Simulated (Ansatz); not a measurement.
# PbS: the cost of one run

Program: Ansatz 0.2.0. Level of theory: reference: DFT, HSE06, plane waves, PAW. These are calculated values, not measurements.

1 further run of the same task is left out (it didn't finish).

### Step 1. The structure to begin with

It takes space group Fm-3m (No. 225, cubic). Conventional cell: a = 5.974 Å, b = 5.974 Å, c = 5.974 Å, α = 90.00°, β = 90.00°, γ = 90.00°. Pb (site symmetry m-3m) is surrounded by 6 S at 2.99 Å. S (site symmetry m-3m) has 6 Pb at 2.99 Å as nearest neighbours.

Coordinates:

```
CELL_PARAMETERS angstrom
0.00000 2.98723 2.98723
2.98723 0.00000 2.98723
2.98723 2.98723 0.00000
ATOMIC_POSITIONS crystal
Pb 0.00000 0.00000 0.00000
S 0.50000 0.50000 0.50000
```

### Step 2. Baseline

input.yaml reads:

```yaml
crystal:
  lattice:
    - [0.0, 2.9872327164, 2.9872327164]
    - [2.9872327164, 0.0, 2.9872327164]
    - [2.9872327164, 2.9872327164, 0.0]
  atoms:
    - { symbol: Pb, position: [0.0, 0.0, 0.0] }
    - { symbol: S, position: [0.5, 0.5, 0.5] }
kpoints:
  mp_grid: { grid: [4, 4, 4] }
hamiltonian:
  xc: hse06
scf:
  occupations: { method: fixed }
  n_extra_bands: 4
output:
  forces: true
  stress: true
  eigenvalues: true
  write_density: true
  write_potential: true
  elf: true
  volumetric_format: npy
```

Launch:

```bash
ansatz run input.yaml --threads 4 --pin off --max-ram 3686MiB --backend cpu --events-out ev --progress --plain --runs-dir out
```

**Question.** How long does this run take on 4 threads of Arm Neoverse N1, shared host, and how much memory does it need?

About 9.5 s, with a peak of 0.65 GiB.
